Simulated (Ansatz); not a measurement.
# C2H6FGa: a ladder of functionals and wavefunction methods

Aim: compute C2H6FGa with functionals from several rungs and with coupled cluster, and see how far each lands from CCSD(T) at the basis-set limit for the atomisation energy.

The runs use Ansatz 0.2.0, Gaussian basis; functionals in def2-TZVPP, the program's frozen cores in correlated methods.

Levels to be run: PBE-D4, r2SCAN-D4, PBE0-D4, B3LYP-D4, ωB97X-V, ωB97M-V, B2PLYP; CCSD(T)/def2-TZVPP; MP2/def2-QZVPP; extrapolation to the limit.

### 1 Structure used throughout

All runs share one geometry, relaxed beforehand with PBE0-D4 in a triple-zeta def2 set.

10 atoms, charge 0, spin multiplicity 1.

Atoms are counted from 1 here; the program's logs count them from 0.

Bond lengths: C1–Ga2 1.961 Å, C1–H5 1.093 Å, C1–H6 1.093 Å, C1–H7 1.090 Å, Ga2–C3 1.994 Å, Ga2–H8 1.577 Å, C3–F4 1.395 Å, C3–H9 1.097 Å, C3–H10 1.097 Å. Angles: Ga2–C1–H5 110.3°, Ga2–C1–H6 110.2°, Ga2–C1–H7 111.5°, H5–C1–H6 106.9°, H5–C1–H7 109.0°, H6–C1–H7 108.9°, C1–Ga2–C3 120.4°, C1–Ga2–H8 122.4°, C3–Ga2–H8 117.1°, Ga2–C3–F4 111.8°, Ga2–C3–H9 111.3°, Ga2–C3–H10 111.3°, F4–C3–H9 107.8°, F4–C3–H10 107.8°, H9–C3–H10 106.5°.

Coordinates:

```
C    -1.11134    0.55027   -1.19876
Ga   -0.51748   -0.36507    0.43103
C     1.40741   -0.35680    0.94977
F     2.18757    0.35076    0.03475
H    -1.60556   -0.15625   -1.87111
H    -1.84620    1.32146   -0.95215
H    -0.27583    1.01342   -1.72387
H    -1.51507   -1.13105    1.38197
H     1.80718   -1.37609    1.01437
H     1.55232    0.09814    1.93710
```

### 2 PBE-D4 (GGA)

Input file in.yaml:

```yaml
crystal:
  periodic: [false, false, false]
  atoms:
    - {symbol: C, position_ang: [-1.111339, 0.550273, -1.198756]}
    - {symbol: Ga, position_ang: [-0.517482, -0.365066, 0.431026]}
    - {symbol: C, position_ang: [1.407407, -0.356802, 0.949768]}
    - {symbol: F, position_ang: [2.187569, 0.350758, 0.034753]}
    - {symbol: H, position_ang: [-1.605557, -0.156252, -1.871106]}
    - {symbol: H, position_ang: [-1.846198, 1.321457, -0.952152]}
    - {symbol: H, position_ang: [-0.275831, 1.013419, -1.723874]}
    - {symbol: H, position_ang: [-1.515065, -1.131047, 1.381971]}
    - {symbol: H, position_ang: [1.807177, -1.376085, 1.014367]}
    - {symbol: H, position_ang: [1.552318, 0.098145, 1.937103]}
basis:
  gaussian: {orbitals: def2-TZVPP}
hamiltonian: {xc: pbe, dispersion: d4}
output: {forces: true, orbitals: {seedname: orbitals}}
```

Started as:

```bash
> ansatz run in.yaml --threads 4 --pin off --events-out ev --progress --plain --max-ram 10444MiB
```

Further steps of the session: r2SCAN-D4 (meta-GGA); PBE0-D4 (hybrid); B3LYP-D4 (hybrid); ωB97X-V (range-separated); ωB97M-V (range-separated); B2PLYP (double hybrid); CCSD(T) in def2-TZVPP; MP2 in def2-QZVPP.

Q: Predict the results of all the runs planned. Wanted: atomisation energy, CCSD(T)/CBS; farthest; mean size of error, hybrid; mean size of error, range-separated; gap, smallest and largest; T1 diagnostic; triples share of the correlation energy.

As calculated:

| quantity | value |
| --- | --- |
| atomisation energy, CCSD(T)/CBS | 806.3 kcal/mol |
| functionals within 8.1 kcal/mol (1.0 %) | r2SCAN-D4, PBE0-D4, B3LYP-D4, ωB97X-V, ωB97M-V |
| farthest | B2PLYP (-11.1 kcal/mol) |
| mean size of error, hybrid | 3.8 kcal/mol |
| mean size of error, range-separated | 1.2 kcal/mol |
| gap, smallest and largest | 4.13 eV (PBE-D4), 10.57 eV (ωB97X-V) |
| T1 diagnostic | 0.0117 |
| triples share of the correlation energy | 3.5 % |

**Reading.** PBE-D4 misses by +9.1 kcal/mol. Double hybrids carry the basis error of their MP2 part in triple zeta, and no dispersion term here, so their miss is partly the set-up's. The reference freezes the cores and leaves out relativity and excitations past (T), and its outer-core shells are covered unevenly, so misses under about 8.1 kcal/mol can't be ranked. Hartree-Fock recovers 74 % of the binding; the rest is correlation. The gap grows from 4.1 to 10.6 eV across the functionals, mostly with the share of exact exchange. Correlated methods include outer-core shells of Ga, which these sets cover unevenly.
